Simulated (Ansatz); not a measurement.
**BiW (CsCl type): a single-point run**

The task is a single-point run on BiW (CsCl type). The structure is shown as the input types it.

Computed with Ansatz 0.2.0 (DFT, LDA, all-electron LAPW, scalar-relativistic, unless a step's input says otherwise).

## 1. The starting structure

It takes space group Pm-3m (No. 221, cubic). Conventional cell: a = 2.678 Å, b = 2.678 Å, c = 2.678 Å, α = 90.00°, β = 90.00°, γ = 90.00°. W (site symmetry m-3m) is surrounded by 8 Bi at 2.32 Å. Around Bi (site symmetry m-3m) lie 8 W at 2.32 Å.

Structure file:

```cif
data_structure
_symmetry_space_group_name_H-M 'P 1'
_symmetry_Int_Tables_number 1
_cell_length_a 2.6785
_cell_length_b 2.6785
_cell_length_c 2.6785
_cell_angle_alpha 90.000
_cell_angle_beta 90.000
_cell_angle_gamma 90.000
_cell_volume 19.22
loop_
_atom_site_label
_atom_site_type_symbol
_atom_site_fract_x
_atom_site_fract_y
_atom_site_fract_z
_atom_site_occupancy
W1 W 0.00000 0.00000 0.00000 1
Bi1 Bi 0.50000 0.50000 0.50000 1
```

## 2. The run

Contents of input.yaml:

```yaml
crystal:
  lattice:
    - [2.6784737591, 0.0, 0.0]
    - [0.0, 2.6784737591, 0.0]
    - [0.0, 0.0, 2.6784737591]
  atoms:
    - { symbol: W, position: [0.0, 0.0, 0.0] }
    - { symbol: Bi, position: [0.5, 0.5, 0.5] }
kpoints:
  mp_grid: { grid: [11, 11, 11] }
scf:
  max_iter: 50
hamiltonian:
  xc: lda
  pseudopotentials: { kind: all_electron, lapw: { basis_error: 0.001 } }
output:
  forces: true
  stress: true
  eigenvalues: true
  populations: true
```

Launch:

```bash
$ ansatz run input.yaml --threads 1 --pin off --max-ram 2048MiB --backend cpu --events-out ev --progress --plain --runs-dir out
```

What happens when this is run?

The run ended at the input check. Its message: «`scf.occupations.method` is required: fixed only where the cell keeps a band gap throughout the run, explicit beside scf.occupations.values (under evaluate: without them) ...»

In the input, scf.occupations.method is missing; scf.occupations.width is missing. A required setting is missing, and the program won't guess it.

Fix: set scf.occupations.method to fermi_dirac and scf.occupations.width to 0.1.
